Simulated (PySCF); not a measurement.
# GaH5O2Si: the cost of one run

Computed with PySCF 2.14.0; each step states its level. No surroundings beyond the atoms listed, unless a continuum is named. Atoms count from 0, parts from 1.

## 1. The system as given

Each species was relaxed by itself at PBE0-D3(BJ)/def2-SVPD.

## 2. Energies of the species: wB97M-D3(BJ)/def2-TZVPD

What the job is given:

```
{"job": {"kind": "react", "xc": "wB97M-D3(BJ)", "basis": "def2-TZVPD"}, "charge": 0, "multiplicity": 1}
-1 GaH3O2 charge 0 multiplicity 1
O     -0.485570    -1.497540     0.473560
Ga    -0.191180     0.190340    -0.027130
O      1.551880     0.435320    -0.323310
H     -1.399390    -1.726050     0.659160
H     -1.285640     1.280390    -0.181820
H      1.809890     1.317580    -0.600490

-1 H2Si charge 0 multiplicity 1
Si    -0.011050     0.711430     0.007050
H     -1.106040    -0.361820     0.011930
H      1.086170    -0.359550     0.010560

+1 GaH5O2Si charge 0 multiplicity 1
O     -1.596840    -0.243880    -1.574890
Ga    -0.421620     0.433930    -0.391630
O     -0.511200     2.223000    -0.386440
Si     1.090510    -0.759540     1.028070
H     -1.629500    -1.199730    -1.659000
H     -1.158180     2.581770    -1.001860
H      0.991180    -2.225450     0.760050
H      0.746340    -0.501440     2.457440
H      2.489300    -0.308620     0.768250
```

Level: wB97M-D3(BJ)/def2-TZVPD reaction energy of separated species, gas phase.

Run with:

```console
$ OMP_NUM_THREADS=1 python cluster_run.py task.json out
```

The driver reads the jobs from task.json and runs them one after another.

Q: Estimate the wall time and peak memory of this first job on 1 thread of Arm Neoverse V1, shared host.

About 32 s, with a peak of 0.79 GiB.
